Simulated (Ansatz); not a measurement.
I need a single point in a Gaussian basis of ClH₇N₂Si₂, SMILES N[Si](N)([SiH3])Cl. Use Ansatz 0.2.0 through its Python package. Level of theory: PBE, cc-pVDZ basis, multiplicity 1.

```xyz
12

N    -0.7214    1.5962   -0.2206
Si   -0.4875    0.0299    0.2049
N     0.1291    0.4252    1.7042
Si    0.9593   -1.1813   -1.2239
Cl   -2.2870   -0.8744    0.4677
H    -1.0617    2.1219    0.6247
H    -1.5608    1.6735   -0.8331
H     0.4514   -0.4055    2.2155
H     1.0268    0.9645    1.6236
H     2.2119   -0.5237   -1.3447
H     0.2625   -1.3430   -2.5484
H     1.1543   -2.5386   -0.6360
```

Script `energy_clh7n2si2.py`:
```python
from pathlib import Path

import ansatz

GEOMETRY = """
N    -0.72140    1.59620   -0.22060
Si   -0.48750    0.02990    0.20490
N     0.12910    0.42520    1.70420
Si    0.95930   -1.18130   -1.22390
Cl   -2.28700   -0.87440    0.46770
H    -1.06170    2.12190    0.62470
H    -1.56080    1.67350   -0.83310
H     0.45140   -0.40550    2.21550
H     1.02680    0.96450    1.62360
H     2.21190   -0.52370   -1.34470
H     0.26250   -1.34300   -2.54840
H     1.15430   -2.53860   -0.63600
"""

clh7n2si2 = ansatz.Crystal.molecule()
for line in GEOMETRY.strip().splitlines():
    symbol, *xyz = line.split()
    clh7n2si2 = clh7n2si2.atom(symbol, [float(v) for v in xyz])

calculation = clh7n2si2.calculation()
calculation = calculation.basis(gaussian="cc-pVDZ")
calculation = calculation.functional("pbe").orbitals()
res = calculation.run(runs_dir="runs")
report = res.report

print("reference energy %16.6f eV" % report["reference_energy_ev"])
print("total energy     %16.6f eV" % report["free_energy_ev"])
print("occupied orbitals outside the frozen core (up, down):", report["n_occupied"], " frozen:", report["n_frozen"], " virtual:", report["n_virtual"])

lines = Path(report["orbitals_path"]).read_text().splitlines()
field_of = lambda key: [line.split("=")[1].strip() for line in lines if line.startswith(key)]
orbitals = [(27.211386 * float(e), s, float(n)) for e, s, n in zip(field_of("Ene="), field_of("Spin="), field_of("Occup="))]
homo = max(e for e, _, n in orbitals if n > 0.5)
lumo = min(e for e, _, n in orbitals if n < 0.5)
for e, spin, n in sorted(orbitals):
    if homo - 15 < e < lumo + 5:
        print(f"{spin:6s} {e:10.3f} eV  occupation {n:.0f}")
```

```console
$ python energy_clh7n2si2.py
reference energy    -31356.697601 eV
total energy        -31356.697601 eV
occupied orbitals outside the frozen core (up, down): [33, 33]  frozen: 0  virtual: [84, 84]
Alpha     -20.687 eV  occupation 2
Alpha     -20.137 eV  occupation 2
Alpha     -13.694 eV  occupation 2
Alpha     -12.554 eV  occupation 2
Alpha     -11.955 eV  occupation 2
Alpha     -11.285 eV  occupation 2
Alpha      -9.829 eV  occupation 2
Alpha      -9.292 eV  occupation 2
Alpha      -8.763 eV  occupation 2
Alpha      -8.619 eV  occupation 2
Alpha      -8.336 eV  occupation 2
Alpha      -7.767 eV  occupation 2
Alpha      -7.248 eV  occupation 2
Alpha      -6.174 eV  occupation 2
Alpha      -5.986 eV  occupation 2
Alpha      -0.483 eV  occupation 0
Alpha      -0.327 eV  occupation 0
Alpha       0.368 eV  occupation 0
Alpha       0.764 eV  occupation 0
Alpha       1.497 eV  occupation 0
Alpha       1.590 eV  occupation 0
Alpha       2.014 eV  occupation 0
Alpha       2.354 eV  occupation 0
Alpha       2.594 eV  occupation 0
Alpha       2.720 eV  occupation 0
Alpha       4.333 eV  occupation 0
```

Reading the output:
- Total energies depend on the basis set; only differences at equal settings carry meaning.
- The geometry is a force-field or estimated start, not a minimum of this method, and the basis set is short of its limit.
- Alpha marks a spatial orbital of a restricted run, filled by both spins.
- Levels such as HOMO and LUMO are orbital energies: with these approximate functionals they aren't the ionisation energy and electron affinity, and their gap isn't the fundamental gap.
- Run time: 5 s on 1 thread of Arm Neoverse V1 (shared host), peak memory 0.23 GiB.

(Lines on the test bed's own set-up are left out of the output.)
